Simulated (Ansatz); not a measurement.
# CH4BClOS, SMILES SCOBCl: a ladder of methods at one geometry

Program: Ansatz's Python interface.

Notebook, run cell by cell (the value of a cell's last expression is shown):

In [1]:
```python
from pathlib import Path

import ansatz as az
import numpy as np
```

In [2]:
```python
BASIS = "cc-pVDZ"
```

In [3]:
```python
geometry_ang = [
    ("S", (-2.3093, 0.1706, -0.0596)),
    ("C", (-0.5891, -0.0552, 0.2133)),
    ("O", (0.0667, 0.1387, -1.0151)),
    ("B", (1.6109, -0.0707, -0.7735)),
    ("Cl", (2.6342, 1.3332, -0.3644)),
    ("H", (-2.6818, -0.0282, 1.2727)),
    ("H", (-0.2274, 0.6838, 0.9898)),
    ("H", (-0.4201, -1.0764, 0.5869)),
    ("H", (2.0043, -1.1422, -0.8673)),
]
mol = az.Crystal.molecule()
for symbol, xyz in geometry_ang:
    mol = mol.atom(symbol, xyz)

calc = mol.calculation().basis(gaussian=BASIS)
```

In [4]:
```python
print("functional    E (Ha)        dipole (D)   HOMO (eV)  LUMO (eV)")
for name in ["blyp", "revpbe", "r2scan", "hf", "lda", "pbe0"]:
    report = calc.functional(name).forces().orbitals().run(runs_dir="runs").report
    lines = Path(report["orbitals_path"]).read_text().splitlines()
    field_of = lambda key: [line.split("=")[1].strip() for line in lines if line.startswith(key)]
    orbitals = [(27.211386 * float(e), s, float(n)) for e, s, n in zip(field_of("Ene="), field_of("Spin="), field_of("Occup="))]
    homo = max(e for e, _, n in orbitals if n > 0.5)
    lumo = min(e for e, _, n in orbitals if n < 0.5)
    dipole = 4.803205 * np.linalg.norm(report["charge_distribution"]["dipole_moment_e_ang"])
    print(f"{name:10s} {report['free_energy_ev'] / 27.211386246:14.6f} {dipole:9.3f} {homo:11.3f} {lumo:10.3f}")
```
```text
functional    E (Ha)        dipole (D)   HOMO (eV)  LUMO (eV)
blyp          -998.947991     2.257      -5.170     -2.678
revpbe        -998.809337     2.320      -5.323     -2.785
r2scan        -998.875000     2.476      -5.671     -2.567
hf            -996.811163     2.791      -9.685      1.931
lda           -994.940287     2.419      -5.404     -3.154
pbe0          -998.557033     2.512      -6.675     -1.917
```

What to keep in mind:
- Total energies depend on the basis set; only differences at equal settings carry meaning.
- The geometry is a force-field or estimated start, not a minimum of this method, and the basis set is short of its limit. A lower total doesn't mark the better method: functionals have no common bound, and MP2 and coupled cluster aren't variational.
- Levels such as HOMO and LUMO are orbital energies: with these approximate functionals they aren't the ionisation energy and electron affinity, and their gap isn't the fundamental gap.
- For Al to Cl the sets with a tight d function, cc-pV(X+d)Z, are usual.
- Timing: 19 s on 1 thread of Arm Neoverse V2 (shared host), peak memory 0.29 GiB.
